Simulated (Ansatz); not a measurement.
# AlClH2O2: the cost of one run

Program: Ansatz 0.2.0. Level of theory: RKS PBE/6-31G*. These are calculated values, not measurements.

## Step 1: The starting structure

Bond lengths: Al1–Cl2 2.230 Å, Al1–O3 1.780 Å, O3–H4 1.010 Å, Al1–O5 1.780 Å, O5–H6 1.010 Å. Angles: Cl2–Al1–O3 120.0°, Cl2–Al1–O5 120.0°, O3–Al1–O5 120.0°, Al1–O3–H4 109.5°, Al1–O5–H6 109.5°.

As a file:

```xyz
6

Al    0.0000    0.0000    0.0000
Cl    0.0000    0.0000    2.2300
O     1.5415    0.0000   -0.8900
H     1.8414   -0.9519   -1.0449
O    -1.5415    0.0000   -0.8900
H    -2.0512   -0.8467   -0.6815
```

## Step 2: Preparing the start

input.yaml reads:

```yaml
crystal:
  periodic: [false, false, false]
  atoms:
    - { symbol: Al, position_ang: [0.0, 0.0, 0.0] }
    - { symbol: Cl, position_ang: [0.0, 0.0, 2.23] }
    - { symbol: O, position_ang: [1.5415, 0.0, -0.89] }
    - { symbol: H, position_ang: [1.8414, -0.9519, -1.0449] }
    - { symbol: O, position_ang: [-1.5415, 0.0, -0.89] }
    - { symbol: H, position_ang: [-2.0512, -0.8467, -0.6815] }
basis:
  gaussian: { orbitals: "6-31G*" }
hamiltonian:
  xc: pbe
relax:
  f_tol: 0.02
  max_steps: 40
```

Started as:

```bash
$ ansatz run input.yaml --threads 1 --pin off --max-ram 2048MiB --backend cpu --events-out ev --progress --plain --runs-dir out
```

Q: Estimate wall time and peak memory on 1 thread of Arm Neoverse V1, shared host.

About 26 s, with a peak of 0.13 GiB.
